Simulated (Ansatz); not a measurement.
Write a Python script for the Python package of Ansatz (0.2.0) that makes a Delta-SCF excitation of CdPbS₂, space group R-3m. Use (first run): PBEsol, PAW, cutoff 470 eV, 1×1×1 k-points, Fermi-Dirac smearing of 0.01 eV.

`cdpbs2.xyz`
```text
4
Lattice="2.03928719 1.17738301 6.62258894 -2.03928719 1.17738301 6.62258894 0.0 -2.35476602 6.62258894" Properties=species:S:1:pos:R:3 pbc="T T T"
Cd    0.00000000    0.00000000    0.00000000
Pb    0.00000000   -0.00000000    9.93388342
S     0.00000000   -0.00000000   14.72753846
S    -0.00000000   -0.00000000    5.14022837
```

`dscf_cdpbs2.py`:
```python
# -*- coding: utf-8 -*-
"""Promote one electron across the gap of CdPbS2."""

import ansatz

cdpbs2 = ansatz.Crystal.from_extxyz("cdpbs2.xyz")

ground = (
    cdpbs2.calculation()
    .pseudopotentials("paw")
    .basis(470)
    .functional("pbesol")
    .kpoints(1, 1, 1)  # the mesh must be finer for metals
    .occupations("fermi_dirac", width=0.01)  # smearing steadies the SCF of a metal
    .scf(extra_bands=6)
    .band_table()
)
excited = ground.excitation(hole_k=0, hole_band="v1", hole_track="overlap", particle_k=0, particle_band="c1", particle_track="overlap")
low, high = ground.run().report, excited.run().report
share = low["kweights"][0]
top = round(low["n_electrons"] / 2)
print("Kohn-Sham gap at the first k-point:", round(low["eigenvalues_ev"][0][top] - low["eigenvalues_ev"][0][top - 1], 3), "eV")
print("energy difference per cell:", round(high["lagrangian_ev"] - low["lagrangian_ev"], 4), "eV; weight of the point", round(share, 4))
print("per electron moved:", round((high["lagrangian_ev"] - low["lagrangian_ev"]) / share, 3), "eV")
```

```console
$ python dscf_cdpbs2.py
RunWarning: ΔSCF hole: seed band 22 (bands are counted from 0) lies in a 2-fold degenerate manifold [21, 22] at 1.0e-4 eV resolution, on a gap of 5.70e-1 eV certified (the least, over the bands [...]
Kohn-Sham gap at the first k-point: 1.968 eV
energy difference per cell: 2.0798 eV; weight of the point 1.0
per electron moved: 2.08 eV
```
(Warnings from the package without file and line, shortened.)

What to keep in mind:
- Spin-orbit coupling, left out here, can change this gap by several tenths of an eV, and inverted bands can meet off the mesh.
- Energy and stress may still move on a finer k-point mesh.
- This cell is a computed structure, which may not be the phase found in nature.
- Levels are Kohn-Sham eigenvalues on this mesh, without spin-orbit coupling.
- One k-point of a small cell stands for a dense array of excitations, so this isn't the optical gap of the solid.
- Run time: 2.2 s on 1 thread of Arm Neoverse V2, on a shared host, peak memory 0.38 GiB.

(A comment or docstring line of the script was reworded after the run, the code is as it ran; lines on the test bed's own set-up are left out of the output.)
